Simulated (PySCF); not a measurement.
# A diatomic session: CaAl+

What are the lowest state that PBE0 finds, the bond length, vibrational wavenumber and bond energy of CaAl+, and how much do these hang on the method?

Method: Ca pcseg-1, Al pcseg-1, no relativity; program: PySCF 2.14.0.

## Step 1: Input

A driver script around PySCF takes these settings:

| Item | Value |
| --- | --- |
| atoms | Ca, Al |
| charge | 1 |
| basis | Ca pcseg-1, Al pcseg-1 |
| Hamiltonian | no relativity |
| basis functions | 42 |
| electrons treated | 32 |
| masses in u | 39.9626, 26.9815 |
| levels | PBE0, PBE, r²SCAN, M06-2X, r²SCANh, B97-3, CAM-B3LYP, HF, MP2, SCS-MP2, CCSD, CCSD(T) |
| grid | 80 radial by 434 angular points |
| occupations | held fixed by the projection of orbital angular momentum |
| dissociation limit | Ca + Al+, each in its ground configuration |
| starting distance in angstrom | 2.885 |
| values of 2S to try | 0, 2 |

The run is started by

```bash
OMP_NUM_THREADS=1 python dia.py task.json out
```

The runs that follow: PBE0 along the bond; Higher solutions at PBE0; PBE (GGA); r²SCAN (meta-GGA); M06-2X (hybrid meta-GGA); r²SCANh (hybrid meta-GGA); B97-3; CAM-B3LYP (range-separated hybrid); RHF (mean field); Adding correlation.

Before running it: what results should come out? Wanted: for each run, Re; ωe; De; μ.

As calculated:

Lowest PBE0 solution found, without spin–orbit coupling: ¹Σ⁺ (singlet), closed shell. State 3 has its PBE0 minimum 0.68 eV higher. The other levels ran on the lowest alone.

```csv
level,Re (Å),ωe (cm⁻¹),De (eV),μ (D)
RHF,3.630,148.1,1.05,-2.79
RHF-MP2,3.563,155.3,1.14,n/a
RHF-SCS-MP2,3.580,151.8,1.11,n/a
RHF-CCSD,3.538,159.8,1.18,n/a
RHF-CCSD(T),3.530,160.7,1.23,n/a
PBE,3.492,159.1,1.71,-2.31
r²SCAN,3.491,164.2,1.73,-2.96
r²SCANh,3.491,165.1,1.68,-2.97
PBE0,3.485,164.9,1.62,-2.76
B97-3,3.511,160.5,1.52,-2.20
M06-2X,3.535,156.1,1.36,-1.26
CAM-B3LYP,3.495,161.4,1.35,-2.35
```

De is counted to Ca + Al+ in their ground configurations. A positive dipole points from Ca to Al; in an ion it is taken about the centre of mass and does not tell which atom is negative.

Differences from CCSD(T) in the same basis:

```csv
level,Re (mÅ),ωe (%)
RHF,+100,-7.8
RHF-MP2,+33,-3.4
RHF-SCS-MP2,+50,-5.6
RHF-CCSD,+8,-0.6
PBE,-38,-1.0
r²SCAN,-39,+2.2
r²SCANh,-39,+2.7
PBE0,-45,+2.6
B97-3,-19,-0.1
M06-2X,+5,-2.9
CAM-B3LYP,-36,+0.4
```

What this shows: Judged by CCSD(T) in the same basis: best bond length M06-2X (+5 mÅ), worst RHF (+100 mÅ); best wavenumber B97-3 (-0.1 %), worst RHF (-7.8 %). CCSD(T) in a basis this small is itself some way from its limit, more so than the functionals. Of the levels with a De here, RHF gives the least (1.05 eV) and r²SCAN the most (1.73 eV).

Correlated steps freeze 10 core orbitals.
